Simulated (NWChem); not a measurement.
**BH3O3 (boric acid): M06-2X/6-311+G(d,p)**

Aim: the electronic atomisation energy of BH3O3 (boric acid) at M06-2X/6-311+G**, from 4 runs. 

The results are computed with NWChem 7.3.0.

3 further runs of the same task are left out: 1 that didn't finish, 2 set aside as unsound or not needed.

## 1. The molecule

BH3O3: 7 atoms, total charge 0, spin state singlet. SMILES: `OB(O)O`. Geometry: relaxed at PBE0-D4/def2-TZVP. This is a higher conformer, about 20 kJ/mol above the lowest found by a separate search.

Bond lengths: O1–B2 1.367 Å, B2–O3 1.360 Å, B2–O4 1.376 Å, O1–H5 0.957 Å, O3–H6 0.959 Å, O4–H7 0.957 Å. Angles: O1–B2–O3 116.5°, O1–B2–O4 125.2°, O3–B2–O4 118.3°, B2–O1–H5 115.3°, B2–O3–H6 111.6°, B2–O4–H7 115.8°.

## 2. The energy at M06-2X/6-311+G(d,p) (run 1)

Contents of a.nw:

```
start a
memory 2200 mb

geometry noautosym nocenter noautoz
  O     -1.109700     0.802600     0.321900
  B     -0.012200    -0.006800     0.228700
  O      0.501200    -0.469300     1.400100
  O      0.600700    -0.381300    -0.945400
  H     -1.457400     1.118600    -0.511500
  H      1.266800    -1.028200     1.254500
  H      0.210500    -0.035700    -1.748300
end

basis spherical bse
  O library 6-311+G**
  B library 6-311+G**
  H library 6-311+G**
end

dft
  xc m06-2x
  mult 1
  grid lebedev 35 6
  convergence energy 1e-08
  iterations 100
  mulliken
  print low
end

task dft energy
```

On the command line:

```sh
$ nwchem a.nw > a.out
```

Output:

```text
[...]
 d= 0,ls=0.0,diis     1   -252.3689605760 -3.69D+02  1.31D-02  1.07D+00     2.5
[...]
 d= 0,ls=0.0,diis    10   -252.4811039283 -5.26D-10  2.10D-07  5.19D-10    19.0
         Total DFT energy =     -252.481103928258
      One electron energy =     -576.777163420844
           Coulomb energy =      239.083230861383
    Exchange-Corr. energy =      -31.016814262076
 Nuclear repulsion energy =      116.229642893280
[...]
      Total Density - Mulliken Population Analysis
     ---------------------------------------------
    Atom       Charge   Shell Charges
 -----------   ------   -------------------------------------------------------
    1 O    8     8.38   1.09  0.91  0.97  0.98  2.09  0.78  1.47 -0.01  0.10  0.01
    2 B    5     4.63   1.13  0.86  0.49  0.61  0.94  0.04  0.16  0.02  0.03  0.35
    3 O    8     8.39   1.09  0.91  0.97  0.98  2.10  0.78  1.47 -0.02  0.11  0.01
    4 O    8     8.40   1.09  0.91  0.97  0.98  2.09  0.78  1.50 -0.04  0.12  0.01
    5 H    1     0.74   0.27  0.37  0.04  0.07
    6 H    1     0.71   0.26  0.36  0.02  0.07
    7 H    1     0.74   0.27  0.36  0.05  0.07
[...]
```

It took 20 s on 1 thread of Intel Xeon Platinum 8259CL at 2.50GHz (Skylake/Cascade Lake), shared host; peak memory 0.11 GiB.

## 3. The B atom at the same level (run 2)

Contents of input.xyz:

```xyz
1

B      0.000000     0.000000     0.000000
```

Contents of input.nw:

```
start input
memory 2200 mb

geometry noautosym nocenter noautoz
  load input.xyz
end

basis spherical bse
  * library 6-311+G**
end

dft
  xc m06-2x
  mult 2
  grid lebedev 35 6
  convergence energy 1e-08
  maxiter 100
  mulliken
  print low
end

task dft energy
```

Run the same way, it converges to -24.64834 Eh (log not shown).

Run 3 isn't shown in full; the table further down has it.

## 4. The O atom (run 4)

Contents of o.nw:

```
start o
title "O"
memory 2200 mb

geometry noautosym nocenter noautoz
O      0.000000     0.000000     0.000000
end

basis spherical bse
* library 6-311+G**
end

dft
xc m06-2x
mult 3
grid lebedev 35 6
convergence energy 1e-08
maxiter 100
mulliken
noprint "final vectors analysis"
end

task dft energy
```

Run the same way, it converges to -75.06097 Eh (log not shown).

## 5. Overview of the runs

| run | level | partner | energy (Eh) | wall time |
| --- | --- | --- | --- | --- |
| 1 | M06-2X/6-311+G** | base | -252.481104 | 20 s |
| 2 | UM06-2X/6-311+G** | atoms | -24.648341 | 1.3 s |
| 3 | UM06-2X/6-311+G** | atoms | -0.498134 | 0.64 s |
| 4 | UM06-2X/6-311+G** | atoms | -75.060966 | 1.1 s |

## 6. Results

Level: M06-2X/6-311+G**.

| quantity | value |
| --- | --- |
| O atom: total energy | -75.06097 Eh |
| O atom: ⟨S²⟩ | 2.005 |
| electronic atomisation energy | 31.442 eV |

**Reading.** Taking the molecule apart into free atoms costs 31.44 eV (725 kcal/mol), before zero-point energy and without spin-orbit coupling. All runs together took 23 s, the longest 20 s.
